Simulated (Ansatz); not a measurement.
Working through a relaxation followed by a look at the electronic structure of La3PbC, space group Pm-3m

Computed with Ansatz 0.2.0, Python API.

Contents of `la3pbc.extxyz`:
```text
5
Lattice="5.239168 0.0 0.0 0.0 5.239168 0.0 0.0 0.0 5.239168" Properties=species:S:1:pos:R:3 pbc="T T T"
La    2.61958400    0.00000000    2.61958400
La    0.00000000    2.61958400    2.61958400
La    2.61958400    2.61958400    0.00000000
Pb    0.00000000    0.00000000    0.00000000
C     2.61958400    2.61958400    2.61958400
```

At the Python prompt:
```pycon
>>> import warnings
>>> import ansatz as az
>>> import numpy as np
>>> SMEARING_WIDTH = 0.1
>>> def count_gap(report):
...     # lowest empty less highest filled band, counting bands; zero where they overlap
...     return max(report.get("gap_by_band_count_ev") or 0.0, 0.0)
...
>>> def setup_for(crystal, spacing):
...     return (
...         crystal.calculation()
...         .functional(az.Functional.LDA)
...         .occupations(az.OccupationsMethod.METHFESSEL_PAXTON, width=SMEARING_WIDTH)
...         .basis(35 * az.Ry)
...         .kpoints(spacing=spacing)
...     )
...
>>> warnings.simplefilter("ignore", az.DeckWarning)
>>> system = az.Crystal.from_extxyz("la3pbc.extxyz")
>>> relaxed = setup_for(system, 0.34).relax(cell=True, force_tolerance=0.01, max_steps=40).checkpoint(write="relax.run", compress=False).run()
>>> cell = np.asarray(relaxed.lattice.cell_ang)
>>> print("relaxed edges (A):", np.linalg.norm(cell, axis=1).round(4), " volume:", round(abs(np.linalg.det(cell)), 3), "A^3")
relaxed edges (A): [5.1196 5.1196 5.1196]  volume: 134.186 A^3
>>> for site in relaxed.lattice.sites:
...     print(" ", site.symbol, np.round(site.position_frac, 4) + 0.0)
...
  La [0.5 0.  0.5]
  La [0.  0.5 0.5]
  La [0.5 0.5 0. ]
  Pb [0. 0. 0.]
  C [0.5 0.5 0.5]
>>> final = az.Crystal.from_checkpoint("relax.run")
>>> out = setup_for(final, 0.26).stress().band_table().density_of_states(energy_step=0.05).run()
>>> data = out.report
>>> out.lattice.cell_ang
array([[ 5.11959924e+00,  8.66668475e-34, -1.02716264e-33],
       [ 8.02470810e-34,  5.11959924e+00, -1.28395330e-34],
       [-1.02716264e-33, -1.28395330e-34,  5.11959924e+00]])
>>> data["kpoints_frac"][:4]
[[0.0, 0.0, 0.0], [0.0, 0.0, 0.2], [0.0, 0.0, 0.4], [0.0, 0.2, 0.2]]
>>> dos = out.density_of_states()
>>> print(f"pressure at the relaxed cell {np.trace(data['stress_gpa']) / 3:.3f} GPa, gap by band count {count_gap(data):.3f} eV")
pressure at the relaxed cell 0.051 GPa, gap by band count 0.000 eV
>>> if count_gap(data) == 0:
...     print("states/eV at the Fermi level:", round(float(np.interp(dos.fermi_ev, dos.energies_ev, dos.spin_summed_g_bin_mean_per_ev)), 3))
...
states/eV at the Fermi level: 2.592
```

What to keep in mind:
- For a metal this k-point mesh is coarse: on a finer one energies can move by several to tens of meV an atom and pressures by half a GPa or more, differences at one mesh by less.
- The zero of the levels is a convention of the potentials, so an absolute Fermi energy is no work function.
- A gap by band count of zero or less means overlapping bands, a metal, and at an odd count of electrons it is no gap at all.
- This cell is a computed structure, which may not be the phase found in nature.
- Gaps and levels are Kohn-Sham values on a finite set of k-points, without spin-orbit coupling.
- Where the second run takes another functional or mesh than the relaxation, its pressure isn't zero; pressure is positive in compression.
- The computed bands are complete only to about 1.3 eV above the Fermi level; beyond that the density of states is undercounted.
- Wall time of the script: 26 s on 1 thread of Arm Neoverse V2 (shared host), peak memory 0.5 GiB.
